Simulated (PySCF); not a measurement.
# C4H6BN: the cost of one run

Programs: PySCF 2.14.0, with density-fitted response routines of our own. Each step states its level of theory. These are calculated values for one molecule in the gas phase, unless marked as measured. Atoms count from 0, in the outputs and in this text.

## (1) Starting geometry

12 atoms, charge 0, multiplicity 1; geometry from: PBE0-D3(BJ)/def2-SVP.

Bonds of the start (Å): C0–C1 1.22, C1–B2 1.57, B2–C3 1.62, B2–N4 1.57, N4–C5 1.15, C0–H6 1.07, B2–H7 1.23, C3–H8 1.10, C3–H9 1.10, C3–H10 1.10, C5–H11 1.08.

## (2) Core-electron binding energies: SCAN, X2C

The job: settings as JSON, then the geometry in Å.

```
{"job": {"kind": "xps"}, "charge": 0, "multiplicity": 1}
C      2.381692    -1.064412     0.508840
C      1.304126    -0.708283     0.067461
B     -0.094036    -0.260834    -0.492267
C     -1.380160    -0.745185     0.361156
N     -0.076314     1.311897    -0.463680
C     -0.076506     2.458064    -0.443993
H      3.328116    -1.397239     0.893665
H     -0.204881    -0.486543    -1.695390
H     -2.328393    -0.355138    -0.042230
H     -1.312841    -0.473457     1.426835
H     -1.427677    -1.844019     0.307575
H     -0.070922     3.537990    -0.435329
```

Method: delta-SCF UKS SCAN, pcX-2 on the ionised atom, pcseg-1 elsewhere, spin-free X2C.

On the command line:

```sh
$ OMP_NUM_THREADS=1 python probes_run.py task.json out
```

One launch serves the whole session: the jobs run in the order shown.

Q: Estimate the wall time and peak memory of this first job on 1 thread of Arm Neoverse V1, shared host.

About 41 s, with a peak of 0.56 GiB.
